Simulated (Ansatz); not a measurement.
# TaH₃O₄: how energies converge with the basis set

One table from this session's results is given with a row withheld; the runs are named, their logs left out.

Computed with Ansatz 0.2.0, Gaussian basis. Level: one geometry, several basis sets.

The runs, in order: PBE0-D4/def2-SVP; ωB97M-V/def2-SVP; PBE0-D4/def2-QZVPP; ωB97M-V/def2-QZVPP; the functionals' def2-TZVPP values are taken from earlier runs.

## The geometry

An earlier PBE0-D4 in a triple-zeta def2 set relaxation fixed the geometry. Ta takes the def2 core potential; no spin-orbit term is included.

8 atoms, charge 0, spin multiplicity 1.

Atoms are counted from 1 here; the program's logs count them from 0.

Bond lengths: O1–Ta2 1.720 Å, Ta2–O3 1.909 Å, Ta2–O4 1.909 Å, Ta2–O5 1.909 Å, O3–H6 0.955 Å, O4–H7 0.955 Å, O5–H8 0.955 Å. Angles: O1–Ta2–O3 107.4°, O1–Ta2–O4 107.4°, O1–Ta2–O5 107.4°, O3–Ta2–O4 111.5°, O3–Ta2–O5 111.5°, O4–Ta2–O5 111.5°, Ta2–O3–H6 135.2°, Ta2–O4–H7 135.3°, Ta2–O5–H8 135.3°.

Set-up of the first run:

The input, in.yaml:

```yaml
crystal:
  periodic: [false, false, false]
  atoms:
    - {symbol: O, position_ang: [-0.357799, -1.472688, 1.658496]}
    - {symbol: Ta, position_ang: [-0.075279, -0.351579, 0.384444]}
    - {symbol: O, position_ang: [1.724578, 0.260910, 0.553630]}
    - {symbol: O, position_ang: [-1.323190, 1.077082, 0.596071]}
    - {symbol: O, position_ang: [-0.346572, -1.279662, -1.261222]}
    - {symbol: H, position_ang: [2.278192, 0.878842, 0.079750]}
    - {symbol: H, position_ang: [-1.521316, 1.881422, 0.119988]}
    - {symbol: H, position_ang: [-0.286512, -1.051427, -2.187060]}
basis:
  gaussian: {orbitals: def2-SVP}
hamiltonian: {xc: pbe0, dispersion: d4}
output: {orbitals: {seedname: orbitals}}
```

Launch:

```sh
> ansatz run in.yaml --threads 4 --pin off --events-out ev --progress --plain --max-ram 10444MiB
```

Steps of the session up to this table: PBE0-D4 in def2-SVP; ωB97M-V in def2-SVP; PBE0-D4 in def2-QZVPP; ωB97M-V in def2-QZVPP.

One table of the session follows, with a row left open; its other results are not shown here.

It belongs to the step «Functionals by basis». 

| functional | basis | HOMO (eV) |
| --- | --- | --- |
| PBE0-D4 | def2-SVP | -8.42 |
| PBE0-D4 | def2-TZVPP | -8.54 |
| PBE0-D4 | def2-QZVPP | ? |
| ωB97M-V | def2-SVP | -10.80 |
| ωB97M-V | def2-TZVPP | -10.94 |
| ωB97M-V | def2-QZVPP | -11.00 |

Estimate the missing values for PBE0-D4, def2-QZVPP.

The run gave: HOMO (eV): -8.59. In the column «HOMO (eV)» it lies between ωB97M-V, def2-SVP (-10.80) and PBE0-D4, def2-TZVPP (-8.54).
